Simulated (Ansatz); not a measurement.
I need an all-electron equation of state of Sb, space group P2_1/m. Use the Ansatz DFT code, driven from Python. Level of theory (first run): PBEsol, LAPW, the default cutoff (252 eV here), 8×6×6 k-points, Fermi-Dirac smearing of 0.1 eV.

```xyz
2
Lattice="3.1224 0.0000 0.0000 0.0000 4.3475 0.0000 -0.0389 0.0000 4.4059" Properties=species:S:1:pos:R:3 pbc="T T T"
Sb    3.0573    3.2606    3.3433
Sb    0.0262    1.0869    1.0625
```

`eos_lapw.py`:
```python
"""All-electron equation of state of Sb."""

from dataclasses import dataclass

import ansatz as az
from ase.eos import EquationOfState
from ase.units import GPa
import numpy as np


@dataclass
class RunConfig:
    filling: str = "Fermi-Dirac"
    kmesh: tuple[int, ...] = (8, 6, 6)
    tolerance: float = 1e-18
    max_scf: int = 60


cfg = RunConfig()

vectors0 = np.array([
    [3.122402, 0.0, 0.0],
    [0.0, 4.347518, 0.0],
    [-0.038915, 0.0, 4.405852],
])
sites = [
    ("Sb", (0.988611, 0.75, 0.758834)),
    ("Sb", (0.011389, 0.25, 0.241166)),
]


def make_crystal(cell):
    crystal = az.Crystal(lattice=az.Lattice.of(cell))
    for symbol, position in sites:
        crystal = crystal.atom(symbol, position)
    return crystal

volumes, energies = [], []
for scale in np.linspace(0.94, 1.06, 7):
    cell = vectors0 * scale ** (1 / 3)
    calc = (
        make_crystal(cell).calculation()
        .functional(az.Functional.PBESOL)
        .occupations(cfg.filling, width=100 * az.meV)  # fractional filling near the Fermi level
        .kpoints(*cfg.kmesh, center="gamma")  # the mesh must be finer for metals
        .scf(tolerance=cfg.tolerance, max_iterations=cfg.max_scf)
        .pseudopotentials("all_electron", lapw=True)
    )
    data = calc.run(threads=1, backend="cpu").report
    volumes.append(abs(np.linalg.det(cell)) / len(sites))
    energies.append(data["free_energy_ev"] / len(sites))
    print(f"{scale:.3f} {volumes[-1]:9.4f} A^3/atom {energies[-1]:16.5f} eV/atom  (estimated basis error {1000 * data['lapw_basis_errors']['total_ev_per_atom']:.2f} meV/atom)")
v0, e0, bulk = EquationOfState(volumes, energies, eos="birchmurnaghan").fit()
print(f"V0 = {v0:.4f} A^3/atom, B0 = {bulk / GPa:.1f} GPa")
```

Running `python eos_lapw.py` prints:
```text
0.940   28.1098 A^3/atom    -176291.77695 eV/atom  (estimated basis error 0.09 meV/atom)
0.960   28.7079 A^3/atom    -176291.78084 eV/atom  (estimated basis error 0.09 meV/atom)
0.980   29.3060 A^3/atom    -176291.77976 eV/atom  (estimated basis error 0.09 meV/atom)
1.000   29.9041 A^3/atom    -176291.77426 eV/atom  (estimated basis error 0.09 meV/atom)
1.020   30.5021 A^3/atom    -176291.76484 eV/atom  (estimated basis error 0.09 meV/atom)
1.040   31.1002 A^3/atom    -176291.75192 eV/atom  (estimated basis error 0.09 meV/atom)
1.060   31.6983 A^3/atom    -176291.73589 eV/atom  (estimated basis error 0.09 meV/atom)
V0 = 28.8675 A^3/atom, B0 = 61.3 GPa
```

Notes:
- The input holds a mistake (the SCF tolerance is tighter than rounding allows), so what it prints is no property of Sb.
- Shape and fractional positions are held along the curve, so the bulk modulus is an upper value where they are free to relax, by a factor of two or more in layered or hydrogen-bonded cells.
- The mesh is modest for a metal, so energies can be off by several to tens of meV an atom and pressures by half a GPa or more; differences at equal mesh fare better.
- This isn't the structure that Sb takes at ambient conditions.
- Run time: 4.5 min on 1 thread of Arm Neoverse V2, with other jobs on the host, peak memory 0.58 GiB.

(Lines on the test bed's own set-up are left out of the output.)
